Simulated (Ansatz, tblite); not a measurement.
# Na₃SF with GFN1-xTB from a Python script

These are simulated results from tblite 0.8.0, not measurements. The cell was built from a prototype and was relaxed with r2SCAN in plane waves (Ansatz 0.2.0). It may be hypothetical. All runs are without spin polarisation.

Space group Pm-3m (No. 221), cubic; conventional cell a = 5.148 Å, 27.29 Å³ an atom. F has 12 Na at 3.64 Å; S has 6 Na at 2.57 Å; Na has 2 S at 2.57 Å and 4 F at 3.64 Å.

tblite solves periodic systems at the zone centre alone, so the script builds a cluster of 2×2×2 conventional cells (40 atoms), which folds in a coarse mesh of k points.

Input script:

```python
import json
from ase import Atoms
from ase.build import make_supercell
from ase.units import Bohr, GPa, Hartree
from tblite.interface import Calculator

atoms = Atoms(['F', 'S', 'Na', 'Na', 'Na'],
              cell=[[5.14807157, 0.0, 0.0], [0.0, 5.14807157, 0.0], [0.0, 0.0, 5.14807157]],
              scaled_positions=[[0.0, 0.0, 0.0], [0.5, 0.5, 0.5], [0.5, 0.5, 0.0], [0.5, 0.0, 0.5], [0.0, 0.5, 0.5]],
              pbc=True)
cluster = make_supercell(atoms, [[2, 0, 0], [0, 2, 0], [0, 0, 2]])
calc = Calculator('GFN1-xTB', cluster.numbers, cluster.positions / Bohr, lattice=cluster.cell[:] / Bohr, periodic=cluster.pbc)
calc.set('temperature', 0.02 / Hartree)
calc.set('max-iter', 150)
res = calc.singlepoint()
levels = res.get('orbital-energies') * Hartree
nv = round(res.get('orbital-occupations').sum() / 2)
cells = len(cluster) // len(atoms)
out = {'energy_per_cell': res.get('energy') * Hartree / cells, 'homo': levels[nv - 1], 'lumo': levels[nv],
       'stress': (-res.get('virial') * Hartree / cluster.get_volume() / GPa).tolist(), 'charges': res.get('charges')[:len(atoms)].tolist(), 'electrons': 2 * nv / cells}
json.dump(out, open('results.json', 'w'))
for key, value in out.items():
    print(key, value)
```

Command: `python run.py`. It took 2.2 s on 1 thread of Arm Neoverse V1 (shared host), peak memory 0.096 GiB.

The log:

```
------------------------------------------------------------
  cycle        total energy    energy error   density error
------------------------------------------------------------
      1     -75.34827269051  -7.5293059E+01   7.3893223E-01
      2     -65.60491478229   9.7433579E+00   7.6867182E-01
      3     -77.40901448773  -1.1804100E+01   4.1058789E-01
      4     -78.42064203014  -1.0116275E+00   1.7207031E-01
      5     -77.12553477500   1.2951073E+00   2.8526123E-01
      6     -78.84602971040  -1.7204949E+00   3.7839729E-02
      7     -78.81662713401   2.9402576E-02   5.2351488E-02
      8     -78.84258859204  -2.5961458E-02   4.6212345E-02
      9     -78.84330843413  -7.1984209E-04   4.3059319E-02
     10     -78.84344880373  -1.4036959E-04   4.2445258E-02
     11     -78.85156311135  -8.1143076E-03   3.1131419E-02
     12     -78.85717338610  -5.6102747E-03   8.9121336E-03
     13     -78.85820916848  -1.0357824E-03   6.8530998E-03
     14     -78.85843380104  -2.2463256E-04   2.4057975E-03
     15     -78.85845575914  -2.1958092E-05   2.5515707E-03
     16     -78.85852036578  -6.4606648E-05   9.9233686E-04
     17     -78.85852448536  -4.1195779E-06   4.3977046E-04
     18     -78.85852599009  -1.5047322E-06   1.3340902E-04
     19     -78.85852611145  -1.2135604E-07   2.6030779E-05
     20     -78.85852611076   6.8757799E-10   2.8755950E-05
     21     -78.85852610936   1.4022703E-09   3.4815792E-05
     22     -78.85852612027  -1.0909005E-08   2.7647325E-06
------------------------------------------------------------

 total:                                   1.313 sec
energy_per_cell -268.2312244464136
homo -9.539261143982838
lumo -9.528979067064562
stress [[-0.08160484242686043, 6.2111540317579324e-06, 6.211154276371581e-06], [6.211154031768245e-06, -0.08160484242661162, 6.211154150275775e-06], [6.2111542763903844e-06, 6.211154150277942e-06, -0.08160484242680899]]
charges [-0.6432018907984403, -0.5372769436429605, 0.39349528300061654, 0.3934952830050493, 0.3934952829963003]
electrons 16.0
```

The cycle table is in hartree for the whole cluster, and the lines after it are in eV (the energy for one cell). The printed stress is in GPa and positive in compression, and the pressure is its mean diagonal.

GFN1-xTB gives a level spacing of 0.01 eV, too small to call a gap. On the same cell, plane-wave PBE (Ansatz, 6×6×6 k points and the special points) gives a gap of 2.68 eV and r2SCAN a gap of 3.20 eV; on shared hosts these took about 5.1 and 15 core-seconds on the 5-atom cell, against 2.2 for the script. Semilocal gaps usually lie below measured ones. This method closes a gap that PBE finds, a failure in kind.

The same script was run on cells scaled at fixed shape and fractional coordinates:

| volume (Å³/atom) | energy (meV/atom) | pressure (GPa, positive in compression) | gap (eV) |
| --- | --- | --- | --- |
| 24.01 | 19.4 | 2.27 | 0.04 |
| 25.65 | 3.8 | 0.83 | 0.02 |
| 27.29 | 0.0 | -0.08 | 0.01 |
| 28.92 | 4.5 | -0.76 | 0.00 |
| 30.56 | 15.1 | -1.23 | 0.00 |

A Birch-Murnaghan fit puts the minimum at 27.12 Å³/atom, 0.6 % below the given cell, with a bulk modulus of 13.9 GPa at fixed shape.

xTB was fitted mostly to molecules, and a small cluster samples few k points, so gaps, pressures and kinks along a curve can be far from a solid's.
